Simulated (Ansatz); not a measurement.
# RuCl2 (CdI2 type): how the settings move a single-point run

Aim: see which settings change the result for RuCl2 (CdI2 type), by how much, and at what cost.

Method: reference: DFT PBE, scalar-relativistic, plane waves, PAW, in Ansatz 0.2.0.

1 further run of the same task is left out (it didn't finish). Runs told in other sessions of the task aren't counted.

### Step 1. The starting structure

It takes space group P-3m1 (No. 164, trigonal). Conventional cell: a = 3.599 Å, b = 3.599 Å, c = 6.342 Å, α = 90.00°, β = 90.00°, γ = 120.00°. Ru (site symmetry -3m) has 6 Cl at 2.41 Å in its first shell of neighbours. Cl (site symmetry 3m) is surrounded by 3 Ru at 2.41 Å.

Structure file:

```cif
data_structure
_symmetry_space_group_name_H-M 'P 1'
_symmetry_Int_Tables_number 1
_cell_length_a 3.5991
_cell_length_b 3.5991
_cell_length_c 6.3423
_cell_angle_alpha 90.000
_cell_angle_beta 90.000
_cell_angle_gamma 120.000
_cell_volume 71.15
loop_
_atom_site_label
_atom_site_type_symbol
_atom_site_fract_x
_atom_site_fract_y
_atom_site_fract_z
_atom_site_occupancy
Ru1 Ru 0.00000 0.00000 0.00000 1
Cl1 Cl 0.33333 0.66667 0.19273 1
Cl2 Cl 0.66667 0.33333 0.80727 1
```

### Step 2. Baseline

input.yaml

```yaml
crystal:
  lattice:
    - [3.5991493021, 0.0, 0.0]
    - [-1.799574651, 3.1169547276, 0.0]
    - [0.0, 0.0, 6.342269991]
  atoms:
    - { symbol: Ru, position: [0.0, 0.0, 0.0] }
    - { symbol: Cl, position: [0.3333333333, 0.6666666667, 0.1927259863] }
    - { symbol: Cl, position: [0.6666666667, 0.3333333333, 0.8072740137] }
basis:
  ecutwfc: 420
  ecutrho_ratio: 4
kpoints:
  mp_grid: { grid: [12, 12, 6] }
  band_path:
    path:
      - [[0.0, 0.0, 0.0], [0.5, 0.0, 0.0], [0.33333333, 0.33333333, 0.0], [0.0, 0.0, 0.0], [0.0, 0.0, 0.5], [0.5, 0.0, 0.5], [0.33333333, 0.33333333, 0.5], [0.0, 0.0, 0.5]]
      - [[0.5, 0.0, 0.5], [0.5, 0.0, 0.0]]
      - [[0.33333333, 0.33333333, 0.5], [0.33333333, 0.33333333, 0.0]]
    npoints: 14
hamiltonian:
  xc: pbe
scf:
  occupations: { method: gaussian, width: 0.05 }
  n_extra_bands: 12
output:
  forces: true
  stress: true
  eigenvalues: true
  populations: true
  dos: { projected: true, de: 0.02, nscf_kmesh: { grid: [18, 18, 9] } }
  bader: true
  write_density: true
  write_potential: true
  elf: true
  volumetric_format: npy
```

Command:

```sh
ansatz run input.yaml --threads 2 --pin off --max-ram 2662MiB --backend cpu --events-out ev --progress --plain --runs-dir out
```

### Step 3. Variant: hubbard.sites [{species: Ru, l: d, u_eff: 6.0}], hubbard.double_counting amf, chi_scale 0.0

input.yaml

```yaml
crystal:
  lattice:
    - [3.599149302082, -2.886750018116e-11, 0.0]
    - [-1.799574651016, 3.11695472763, 0.0]
    - [0.0, 0.0, 6.342269991]
  atoms:
    - { symbol: Ru, position: [0.0, 0.0, 0.0] }
    - { symbol: Cl, position: [0.3333333333333, 0.6666666666667, 0.1927259863] }
    - { symbol: Cl, position: [0.6666666666667, 0.3333333333333, 0.8072740137] }
basis:
  ecutwfc: 420
  ecutrho_ratio: 4
kpoints:
  mp_grid: { grid: [12, 12, 6] }
hamiltonian:
  xc: pbe
  hubbard: { sites: [{ species: Ru, l: d, u_eff: 6.0 }], double_counting: amf }
scf:
  occupations: { method: gaussian, width: 0.05 }
  initial_density: { chi_scale: 0.0 }
output:
  forces: true
  stress: true
```

### Step 4. Changing settings: xc rpbe, pseudopotentials.kind paw, pseudopotentials.source jth, occupations.method tetrahedron, width left out

input.yaml

```yaml
crystal:
  lattice:
    - [3.599149302082, -2.886750018116e-11, 0.0]
    - [-1.799574651016, 3.11695472763, 0.0]
    - [0.0, 0.0, 6.342269991]
  atoms:
    - { symbol: Ru, position: [0.0, 0.0, 0.0] }
    - { symbol: Cl, position: [0.3333333333333, 0.6666666666667, 0.1927259863] }
    - { symbol: Cl, position: [0.6666666666667, 0.3333333333333, 0.8072740137] }
basis:
  ecutwfc: 420
  ecutrho_ratio: 4
kpoints:
  mp_grid: { grid: [12, 12, 6] }
hamiltonian:
  xc: rpbe
  pseudopotentials: { kind: paw, source: jth }
scf:
  occupations: { method: tetrahedron }
output:
  forces: true
  stress: true
```

### Step 5. Changing settings: starting moments, spin_polarized true

input.yaml

```yaml
crystal:
  lattice:
    - [3.599149302082, -2.886750018116e-11, 0.0]
    - [-1.799574651016, 3.11695472763, 0.0]
    - [0.0, 0.0, 6.342269991]
  atoms:
    - { symbol: Ru, position: [0.0, 0.0, 0.0], spin: -4.0 }
    - { symbol: Cl, position: [0.3333333333333, 0.6666666666667, 0.1927259863], spin: 4.0 }
    - { symbol: Cl, position: [0.6666666666667, 0.3333333333333, 0.8072740137], spin: 4.0 }
basis:
  ecutwfc: 420
  ecutrho_ratio: 4
kpoints:
  mp_grid: { grid: [12, 12, 6] }
hamiltonian:
  xc: pbe
scf:
  occupations: { method: gaussian, width: 0.05 }
output:
  forces: true
  stress: true
magnetization:
  spin_polarized: true
```

### Step 6. Variant: symmetry.detect false, scf.algorithm density_mixing

input.yaml

```yaml
crystal:
  lattice:
    - [3.599149302082, -2.886750018116e-11, 0.0]
    - [-1.799574651016, 3.11695472763, 0.0]
    - [0.0, 0.0, 6.342269991]
  atoms:
    - { symbol: Ru, position: [0.0, 0.0, 0.0] }
    - { symbol: Cl, position: [0.3333333333333, 0.6666666666667, 0.1927259863] }
    - { symbol: Cl, position: [0.6666666666667, 0.3333333333333, 0.8072740137] }
  symmetry: { detect: false }
basis:
  ecutwfc: 420
  ecutrho_ratio: 4
kpoints:
  mp_grid: { grid: [12, 12, 6] }
hamiltonian:
  xc: pbe
scf:
  occupations: { method: gaussian, width: 0.05 }
  algorithm: density_mixing
output:
  forces: true
  stress: true
```

Before running it: what results should come out? Wanted: for each run, ending; energy change; pressure; gap; force.

**Answer**, as computed:

```tsv
run	ending	energy change	pressure (GPa)	gap (eV)	force (eV/Å)	cycles	time
reference	converged	0	0.0	1.07	0.00	6	25 s
1: hubbard.sites [{species: Ru, l: d, u_eff: 6.0}], hubbard.double_counting amf, chi_scale 0.0	converged	-1.13 eV/atom (Hubbard term changed: no physical gain or loss)	7.0	4.12	1.17	8	4.3 s
2: xc rpbe, pseudopotentials.kind paw, pseudopotentials.source jth, occupations.method tetrahedron, width left out	converged	not comparable	2.2	1.13	0.25	10	4.6 s
3: starting moments, spin_polarized true	converged	0.0 meV/atom	0.0	1.07	0.00	10	27 s
4: symmetry.detect false, scf.algorithm density_mixing	converged	0.0 meV/atom	0.0	1.07	0.00	6	21 s
```

Times don't compare one to one where runs were asked for different outputs or read a saved state (see the inputs); cycles may leave out searches for a lower state.

Residual by cycle in the longest SCF loop of each run; runs are numbered as in the table. The quantity is the density residual dr2, in eV.

```tsv
cycle	reference	run 1	run 2	run 3	run 4
1	0.00264	1.39	18	1.71	0.00315
2	5.7e-4	0.399	2.09	0.695	5.4e-4
3	1.1e-4	0.143	0.351	0.0262	1.1e-4
4	1.0e-5	0.003	0.0349	0.00713	7.0e-6
5	1.7e-6	4.9e-4	0.00299	3.4e-4	5.6e-7
6	9.4e-8	2.0e-5	1.6e-4	3.2e-5	4.9e-8
7	-	7.4e-7	5.4e-5	1.9e-6	-
8	-	2.7e-8	3.7e-6	3.2e-7	-
9	-	-	8.7e-7	3.7e-8	-
10	-	-	2.8e-8	1.7e-9	-
```

What this shows: Of the converged runs whose energies compare with the reference's, none moves it noticeably. Run 2 ran under the cutoff that the potentials recommend, as the log warns, so basis error is mixed into its values, and swamps them where the cutoff is far short. A changed U is a change of model: its shifts are not errors of convergence. Of the variants the dearest is «starting moments, spin_polarized true» (27 s), the cheapest «hubbard.sites [{species: Ru, l: d, u_eff: 6.0}], hubbard.double_counting amf, chi_scale 0.0» (4.3 s), on a shared host.
